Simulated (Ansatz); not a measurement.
# ClH5N2Si (built from SMILES N[SiH](N)Cl): a reaction path by the nudged elastic band

What path joins these two structures, and how high does it climb? Both ends were relaxed at PBE0-D4 in triple zeta.

Method: PBE0-D4/def2-SVP; program: Ansatz 0.2.0, Gaussian basis.

17 further runs of the same task are left out: 1 that didn't finish, 16 set aside as unsound or not needed.

### Step 1. Starting geometry

The first end: 9 atoms, charge 0, spin multiplicity 1.

Atoms are counted from 1 here; the program's logs count them from 0.

Bond lengths: Si1–N2 1.699 Å, Si1–N3 1.697 Å, Si1–H5 1.481 Å, Si1–Cl6 2.073 Å, N2–H7 1.005 Å, N2–H8 1.006 Å, N3–H4 1.008 Å, N3–H9 1.007 Å. Angles: N2–Si1–N3 107.8°, N2–Si1–H5 118.8°, N2–Si1–Cl6 103.9°, N3–Si1–H5 105.8°, N3–Si1–Cl6 116.7°, H5–Si1–Cl6 104.4°, Si1–N2–H7 121.2°, Si1–N2–H8 120.9°, H7–N2–H8 112.8°, Si1–N3–H4 120.6°, Si1–N3–H9 120.3°, H4–N3–H9 111.9°.

Geometry (Å):

```
Si   -0.1914   -0.4183    0.2392
N     0.1101    1.1009    0.9374
N    -0.0071   -0.2637   -1.4409
H     0.8237    0.1540   -1.8289
H    -1.5171   -1.0476    0.4424
Cl    1.1347   -1.6822    1.2090
H     0.4273    1.1832    1.8880
H    -0.3726    1.9227    0.6143
H    -0.4077   -0.9489   -2.0605
```

The second end:

```
Si   -0.30204   -0.73628   -0.02222
N     0.17791    1.05703    0.45613
N     0.05821   -0.57501   -1.57282
H     0.60501    1.32751   -0.43467
H    -1.64632   -0.84257    0.60911
Cl    0.89207   -1.73628    1.38492
H     0.85317    1.11835    1.21235
H    -0.61108    1.66451    0.65495
H    -0.02703   -1.27728   -2.28774
```

### Step 2. The band at PBE0-D4/def2-SVP

File neb/in.yaml:

```yaml
crystal:
  periodic: [false, false, false]
  atoms:
    - {symbol: Si, position_ang: [-0.191441, -0.418290, 0.239182]}
    - {symbol: N, position_ang: [0.110131, 1.100888, 0.937433]}
    - {symbol: N, position_ang: [-0.007121, -0.263706, -1.440893]}
    - {symbol: H, position_ang: [0.823741, 0.153997, -1.828859]}
    - {symbol: H, position_ang: [-1.517113, -1.047650, 0.442399]}
    - {symbol: Cl, position_ang: [1.134691, -1.682188, 1.208960]}
    - {symbol: H, position_ang: [0.427262, 1.183169, 1.888025]}
    - {symbol: H, position_ang: [-0.372551, 1.922710, 0.614281]}
    - {symbol: H, position_ang: [-0.407700, -0.948930, -2.060528]}
basis:
  gaussian: {orbitals: def2-SVP}
hamiltonian: {xc: pbe0, dispersion: d4}
neb:
  images: 5
  climbing: true
  max_iterations: 40
  initial_path: idpp
  final_atoms:
    - {symbol: Si, position_ang: [-0.302038, -0.736280, -0.022223]}
    - {symbol: N, position_ang: [0.177912, 1.057033, 0.456126]}
    - {symbol: N, position_ang: [0.058209, -0.575006, -1.572817]}
    - {symbol: H, position_ang: [0.605011, 1.327513, -0.434670]}
    - {symbol: H, position_ang: [-1.646324, -0.842570, 0.609108]}
    - {symbol: Cl, position_ang: [0.892073, -1.736276, 1.384921]}
    - {symbol: H, position_ang: [0.853169, 1.118350, 1.212347]}
    - {symbol: H, position_ang: [-0.611084, 1.664512, 0.654948]}
    - {symbol: H, position_ang: [-0.027027, -1.277278, -2.287738]}
```

Command:

```bash
$ ansatz run in.yaml --threads 4 --pin off --events-out ev --progress --plain --max-ram 9574MiB
```

The log of the run:

```text
Functional definition: PBE0
  name "PBE0"
  cite "Adamo & Barone, J. Chem. Phys. 110, 6158 (1999) doi:10.1063/1.478522"
  cite "Perdew, Burke & Ernzerhof, Phys. Rev. Lett. 77, 3865 (1996) doi:10.1103/PhysRevLett.77.3865"
  parent pbe
  parameter a = 0.25
  parameter kappa = 0.804
  parameter beta = 0.06672455060314922
  exchange = (1 - a)*pbe_x(kappa = kappa, mu = beta*pi^2/3) + a*exact_x
  correlation = pbe_c(beta = beta)
938 factors; integrals over basis functions are off by at most 4.0e-4 eV
mean field evaluation 1: about -23436.5501 eV, gradient 6.7e1 eV
mean field evaluation 2: about -23428.2907 eV, gradient 8.8e1 eV
mean field evaluation 4: about -23445.2098 eV, gradient 1.8e0 eV
mean field evaluation 8: about -23445.2301 eV, gradient 1.6e-1 eV
mean field evaluation 16: about -23445.2301 eV, gradient 1.1e-5 eV
mean field -23445.23014515 eV, -861.5963160864 hartree, gradient 1.1e-5 eV, S^2 0.000000; 0 other end points of the search recorded, 0 dependent functions left out
the calculation of the forces begins
reference -23445.23016938 eV, -861.5963169770 hartree; 25, 25 occupied and 64, 64 virtual orbitals, 938 factors
[... from here to the last solve, the lines of the solves are left out (105 solves) ...]
WARN: NEB end point (image 0): max|allowed force component| = 2.967e-1 eV/Å (the criterion of neb.relax_end_points is 1.000e-2). That is over neb.f_tol: it is no minimum, so the barrier can be far off. Relax it first
WARN: NEB end point (image 6): max|allowed force component| = 2.837e-1 eV/Å (the criterion of neb.relax_end_points is 1.000e-2). That is over neb.f_tol: it is no minimum, so the barrier can be far off. Relax it first
NEB iter   1: max|band force component| = 3.897e0 eV/Å  barrier→ = 3.7720 eV  barrier← = 1.8427 eV  Δτ_max = 0.2000 Å  (188 SCF iters)
NEB iter   2: max|band force component| = 2.776e0 eV/Å  barrier→ = 2.7606 eV  barrier← = 0.8313 eV  Δτ_max = 0.2000 Å  (145 SCF iters)
NEB iter   3: max|band force component| = 1.333e1 eV/Å  barrier→ = 2.3015 eV  barrier← = 0.3722 eV  Δτ_max = 0.1022 Å  (143 SCF iters)
NEB iter   4: max|band force component| = 3.397e0 eV/Å  barrier→ = 2.0052 eV  barrier← = 0.0759 eV  Δτ_max = 0.1039 Å  (140 SCF iters)
NEB iter   5: max|band force component| = 1.130e0 eV/Å  barrier→ = 1.9844 eV  barrier← = 0.0551 eV  Δτ_max = 0.1642 Å  (133 SCF iters)
NEB iter   6: max|band force component| = 1.058e0 eV/Å  barrier→ = 1.9845 eV  barrier← = 0.0552 eV  Δτ_max = 0.1448 Å  (139 SCF iters)
NEB iter   7: max|band force component| = 4.821e-1 eV/Å  barrier→ = 1.9760 eV  barrier← = 0.0468 eV  CI = image 5  Δτ_max = 0.1976 Å  (127 SCF iters)
NEB iter   8: max|band force component| = 1.080e0 eV/Å  barrier→ = 2.0436 eV  barrier← = 0.1143 eV  CI = image 5  Δτ_max = 0.0890 Å  (134 SCF iters)
NEB iter   9: max|band force component| = 3.788e-1 eV/Å  barrier→ = 2.0546 eV  barrier← = 0.1253 eV  CI = image 5  Δτ_max = 0.1003 Å  (125 SCF iters)
NEB iter  10: max|band force component| = 7.930e-1 eV/Å  barrier→ = 2.0877 eV  barrier← = 0.1584 eV  CI = image 5  Δτ_max = 0.0336 Å  (128 SCF iters)
NEB iter  11: max|band force component| = 1.846e-1 eV/Å  barrier→ = 2.0794 eV  barrier← = 0.1501 eV  CI = image 5  Δτ_max = 0.0270 Å  (127 SCF iters)
NEB iter  12: max|band force component| = 1.085e-1 eV/Å  barrier→ = 2.0804 eV  barrier← = 0.1511 eV  CI = image 5  Δτ_max = 0.0370 Å  (126 SCF iters)
NEB iter  13: max|band force component| = 5.962e-2 eV/Å  barrier→ = 2.0796 eV  barrier← = 0.1504 eV  CI = image 5  Δτ_max = 0.0457 Å  (122 SCF iters)
939 factors; integrals over basis functions are off by at most 9.0e-4 eV
mean field -23443.27769566 eV, -861.5245648911 hartree, gradient 1.8e-6 eV, S^2 0.000000; 0 other end points of the search recorded, 0 dependent functions left out
the calculation of the forces begins
reference -23443.27771955 eV, -861.5245657690 hartree; 25, 25 occupied and 64, 64 virtual orbitals, 939 factors
NEB iter  14: max|band force component| = 4.071e-2 eV/Å  barrier→ = 2.0794 eV  barrier← = 0.1501 eV  CI = image 5  CI's point: of a kind that is not told: the force calls were inconclusive, a negative curvature could not be distinguished from the path's own, the only one lies far off the path, or fixed occupations may fill a level only in part  Δτ_max = 0.0000 Å  (871 SCF iters)
Total energy: -23443.31745456 eV, -861.5260260040 hartree
Atom 0 at    -0.396611    -0.670519     0.209365 Å, force     0.008171     0.003228    -0.000761 eV/Å
Atom 1 at     0.241146     1.089078     0.323473 Å, force     0.000225     0.007415    -0.001577 eV/Å
Atom 2 at     0.093511    -0.577299    -1.357495 Å, force    -0.021847    -0.032059     0.018500 eV/Å
Atom 3 at     0.478058     0.730744    -0.788810 Å, force     0.000800     0.005367     0.001177 eV/Å
Atom 4 at    -1.797945    -0.709005     0.710825 Å, force     0.003856     0.002868    -0.002806 eV/Å
Atom 5 at     0.674230    -1.717323     1.670676 Å, force    -0.001047     0.000024     0.001832 eV/Å
Atom 6 at     1.043023     1.262206     0.929769 Å, force    -0.000969    -0.003227     0.001238 eV/Å
Atom 7 at    -0.428051     1.854271     0.404296 Å, force     0.000316    -0.000112    -0.001564 eV/Å
Atom 8 at     0.092537    -1.262153    -2.102099 Å, force     0.010495     0.016495    -0.016038 eV/Å
Dipole moment:    -0.083447     0.651003     0.131381 e Å
```

It took 3.3 min on 4 threads of AMD EPYC, shared host.

The last band:

| image | path (Å) | energy (kcal/mol) | N2–H4 (Å) | Si1–N2 (Å) | N3–H4 (Å) |
| --- | --- | --- | --- | --- | --- |
| 0 | 0.00 | 0.0 | 3.01 | 1.70 | 1.01 |
| 1 | 0.51 | 0.4 | 2.90 | 1.71 | 1.01 |
| 2 | 1.01 | 2.1 | 2.78 | 1.71 | 1.01 |
| 3 | 1.52 | 6.8 | 2.35 | 1.72 | 1.01 |
| 4 | 2.02 | 23.9 | 1.74 | 1.77 | 1.08 |
| 5 | 2.53 | 48.0 | 1.19 | 1.88 | 1.48 |
| 6 | 3.32 | 44.5 | 1.02 | 1.92 | 2.28 |

The highest image, 5:

```xyz
9
ClH5N2Si
Si   -0.39661   -0.67052    0.20936
N     0.24115    1.08908    0.32347
N     0.09351   -0.57730   -1.35749
H     0.47806    0.73074   -0.78881
H    -1.79794   -0.70900    0.71083
Cl    0.67423   -1.71732    1.67068
H     1.04302    1.26221    0.92977
H    -0.42805    1.85427    0.40430
H     0.09254   -1.26215   -2.10210
```

### Step 3. Summary of results

| quantity | value |
| --- | --- |
| PBE0-D4/def2-SVP, 14 iterations | highest 48.0 kcal/mol (image 5), last end +44.5 kcal/mol |
| from earlier runs: barrier over the separately found saddle, CCSD(T)/def2-TZVPP | 53.0 kcal/mol |

The highest image lies 48.0 kcal/mol above the first end, and it climbed, so it estimates the saddle. The ends are not quite minima at this level (largest force component 0.30 eV/Å), so the heights are unreliable: relaxing the first end would lower it and raise the barrier above it. The highest image is 5.0 kcal/mol below the CCSD(T) barrier in triple zeta, which comes from separate runs on the saddle.
